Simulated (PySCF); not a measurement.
# F5Ge: the cost of one run

Programs: PySCF 2.14.0, with density-fitted response routines of our own. Each step states its level of theory. These are calculated values for one molecule in the gas phase, unless marked as measured. Atoms count from 0, in the outputs and in this text.

## (1) Starting geometry

6 atoms, charge -1, multiplicity 1; geometry from: GFN2-xTB.

Bonds of the start (Å): F0–Ge1 1.77, Ge1–F2 1.77, Ge1–F3 1.76, Ge1–F4 1.76, Ge1–F5 1.76.

## (2) Relaxing the molecule at PBE0-D3(BJ)/def2-SVP

Job settings and geometry (Å):

```
{"job": {"xc": "PBE0", "basis": "def2-SVP", "d3": "d3bj", "grid": 1, "kind": "geom"}, "charge": -1, "multiplicity": 1}
F     -0.585300    -1.246360     1.106080
Ge    -0.000130    -0.000080     0.000060
F      0.585870     1.244450    -1.107920
F     -1.214080    -0.476150    -1.178160
F      1.585330    -0.758470    -0.014440
F     -0.371050     1.235020     1.194070
```

Q: Estimate the wall time of this first job on 4 threads of Intel Xeon at 2.50GHz (Skylake/Cascade Lake), shared host.

About 42 s.
